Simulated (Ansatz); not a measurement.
A nudged elastic band was laid between two geometries of a periodic cell of 17 atoms, LiSi16 (host Si, host structure diamond, interstitial Li), cell charge +1.

Method: DFT PBE, scalar-relativistic, plane waves, PAW (Ansatz). Settings: PAW set soft_1, cutoff 420 eV, k mesh 2x2x2, fermi-dirac smearing 0.02 eV, no spin polarisation.

| Item | Value |
| --- | --- |
| movable images | 3 |
| climbing image | yes |
| spring | 5.0 eV/Å² |
| optimiser | lbfgs |
| start path | IDPP |
| force threshold | 0.05 eV/Å |
| iteration limit | 80 |
| end points | relaxed |

Initial state:

```xyz
17
Lattice="0.0000 5.4300 5.4300 5.4300 0.0000 5.4300 5.4300 5.4300 0.0000" Properties=species:S:1:pos:R:3
Si -0.064 0.013 0.061
Si 1.318 1.395 1.415
Si 2.700 2.777 0.061
Si 4.033 4.110 1.394
Si 2.684 0.029 2.743
Si 4.013 1.395 4.110
Si 5.366 2.777 2.727
Si 6.748 4.130 4.109
Si -0.048 2.761 2.742
Si 1.317 4.088 4.110
Si 2.701 5.442 2.726
Si 4.054 6.826 4.110
Si 2.685 2.761 5.475
Si 4.034 4.109 6.824
Si 5.382 5.458 5.475
Si 6.747 6.826 6.803
Li 6.750 1.392 4.106
```

Final state:

```xyz
17
Lattice="0.0000 5.4300 5.4300 5.4300 0.0000 5.4300 5.4300 5.4300 0.0000" Properties=species:S:1:pos:R:3
Si 0.041 0.017 0.040
Si 1.422 1.371 1.421
Si 2.777 2.754 0.041
Si 4.105 4.120 1.407
Si 2.755 0.037 2.754
Si 4.087 1.370 4.086
Si 5.471 2.753 2.733
Si 6.852 4.135 4.088
Si 0.042 2.754 2.776
Si 1.408 4.120 4.104
Si 2.757 5.469 2.756
Si 4.106 6.818 4.105
Si 2.734 2.753 5.470
Si 4.089 4.135 6.851
Si 5.472 5.490 5.471
Si 6.838 6.817 6.837
Li 5.470 2.752 5.469
```

What changes between the two ends?

Contacts lost: Si10–Li17, Si11–Li17, Si12–Li17, Si16–Li17. Contacts made: Si9–Li17, Si13–Li17, Si14–Li17, Si15–Li17. The atom that moves furthest is Li17, by 2.31 Å.

Give the energies along the band, and the barrier.

The run converged. The highest image is number 2 of 0 to 4, 0.59 eV above the ends, which have the same energy within 2 meV. By the program's own check the climbing image is of a kind that is not told: the force calls were inconclusive, a negative curvature could not be distinguished from the path's own, the only one lies far off the path, or fixed occupations may fill a level only in part (lowest curvatures found: -2.20 and 0.86 eV/Å²). Limits of this set-up: charged cell in a uniform background, uncorrected.

| image | path coordinate (Å) | energy (eV) | Si10–Li17 (Å) | Si11–Li17 (Å) | Si12–Li17 (Å) |
| --- | --- | --- | --- | --- | --- |
| 0 | 0.00 | 0.00 | 2.73 | 2.39 | 2.73 |
| 1 | 0.63 | 0.25 | 3.06 | 2.75 | 3.06 |
| 2 | 1.27 | 0.59 | 3.52 | 3.36 | 3.52 |
| 3 | 1.90 | 0.26 | 4.03 | 4.03 | 4.03 |
| 4 | 2.53 | 0.00 | 4.50 | 4.70 | 4.50 |

What is the geometry of the highest image?


```xyz
17
Lattice="0.0000 5.4300 5.4300 5.4300 0.0000 5.4300 5.4300 5.4300 0.0000" Properties=species:S:1:pos:R:3
Si -0.056 -0.028 0.095
Si 1.415 1.339 1.462
Si 2.782 2.809 0.094
Si 3.966 4.217 1.503
Si 2.823 -0.070 2.646
Si 4.008 1.338 4.054
Si 5.374 2.810 2.687
Si 6.845 4.176 4.055
Si 0.034 2.719 2.763
Si 1.325 4.101 4.144
Si 2.621 5.563 2.848
Si 4.083 6.859 4.144
Si 2.706 2.719 5.435
Si 4.168 4.015 6.731
Si 5.464 5.477 5.435
Si 6.755 6.858 6.816
Li 6.109 2.074 4.789
```

Time of the run: 7.2 min on 1 thread of Arm Neoverse V1 (shared host), peak memory 0.74 GiB.
